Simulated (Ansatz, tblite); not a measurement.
# (ClBS)3 ring (B3S3Cl3): removing and adding an electron

An exercise on one series of results from a longer session: the logs are not shown, and one member is left open.

Method: as each input shows; program: Ansatz 0.2.0, Gaussian basis.

Plan: charge +1 doublet, at the geometry of the singlet (PBE0-D4/def2-TZVP, PBE-D4/def2-TZVP, LC-ωPBE/def2-TZVP, CCSD(T)/def2-SVP); charge -1 doublet, at the geometry of the singlet (PBE0-D4/def2-TZVPD, PBE-D4/def2-TZVPD, LC-ωPBE/def2-TZVPD); the starting singlet's energies come from earlier runs.

2 further runs of the same task are left out: 2 set aside as unsound or not needed.

## The geometry

The geometry is that of the singlet, from an earlier relaxation (PBE-D4/def2-SVP).

9 atoms, charge 0, spin multiplicity 1.

Atoms are counted from 1 here; the program's logs count them from 0.

Bond lengths: B1–Cl2 1.765 Å, B1–S3 1.815 Å, B1–S9 1.815 Å, S3–B4 1.815 Å, B4–Cl5 1.765 Å, B4–S6 1.815 Å, S6–B7 1.815 Å, B7–Cl8 1.765 Å, B7–S9 1.815 Å. Angles: Cl2–B1–S3 114.6°, Cl2–B1–S9 114.6°, S3–B1–S9 130.7°, B1–S3–B4 109.3°, S3–B4–Cl5 114.6°, S3–B4–S6 130.7°, Cl5–B4–S6 114.7°, B4–S6–B7 109.3°, S6–B7–Cl8 114.7°, S6–B7–S9 130.7°, Cl8–B7–S9 114.6°, B1–S9–B7 109.3°.

Set-up of the first run:

File in.yaml:

```yaml
crystal:
  periodic: [false, false, false]
  atoms:
    - {symbol: B, position_ang: [-1.600224, 0.418981, -0.432099]}
    - {symbol: Cl, position_ang: [-3.252569, 0.851757, -0.878470]}
    - {symbol: S, position_ang: [-1.008049, -1.142538, -1.143684]}
    - {symbol: B, position_ang: [0.695610, -1.444310, -0.594174]}
    - {symbol: Cl, position_ang: [1.413759, -2.935776, -1.207774]}
    - {symbol: S, position_ang: [1.783340, -0.466858, 0.481433]}
    - {symbol: B, position_ang: [0.904623, 1.025254, 1.026370]}
    - {symbol: Cl, position_ang: [1.838646, 2.084078, 2.086188]}
    - {symbol: S, position_ang: [-0.775147, 1.609411, 0.662210]}
basis:
  gaussian: {orbitals: def2-TZVP}
total_charge: 1
magnetization: {spin_polarized: true, initial_magnetization: 1}
hamiltonian: {xc: pbe0, dispersion: d4}
scf: {omitted_lower_state_checks: [starts]}
output: {orbitals: {seedname: orbitals}}
```

Command:

```console
$ ansatz run in.yaml --threads 2 --pin off --events-out ev --progress --plain --max-ram 32768MiB --backend cuda --devices 0, --max-vram 18GiB
```

Among the steps run: Charge +1 doublet at the fixed geometry, PBE0-D4/def2-TZVP; Charge +1 doublet at the fixed geometry, PBE-D4/def2-TZVP; Charge +1 doublet at the fixed geometry, LC-ωPBE/def2-TZVP; Charge +1 doublet at the fixed geometry, CCSD(T)/def2-SVP.

One table of the session follows, with a row left open; its other results are not shown here.

It belongs to the step «Vertical ionisation energy». 

```
           method  vertical ionisation energy (eV)
      HF/def2-SVP                             9.97
 PBE-D4/def2-TZVP                             9.78
PBE0-D4/def2-TZVP                                ?
LC-ωPBE/def2-TZVP                            10.69
     MP2/def2-SVP                            10.42
    CCSD/def2-SVP                            10.21
 CCSD(T)/def2-SVP                            10.11
```

**Question.** Estimate the row for PBE0-D4/def2-TZVP.

**Answer.** vertical ionisation energy (eV): 10.22. In the column «vertical ionisation energy (eV)» it lies between CCSD/def2-SVP (10.21) and MP2/def2-SVP (10.42).

To keep in mind: The anion's highest level is positive in at least one run, so there the basis alone may hold the extra electron.
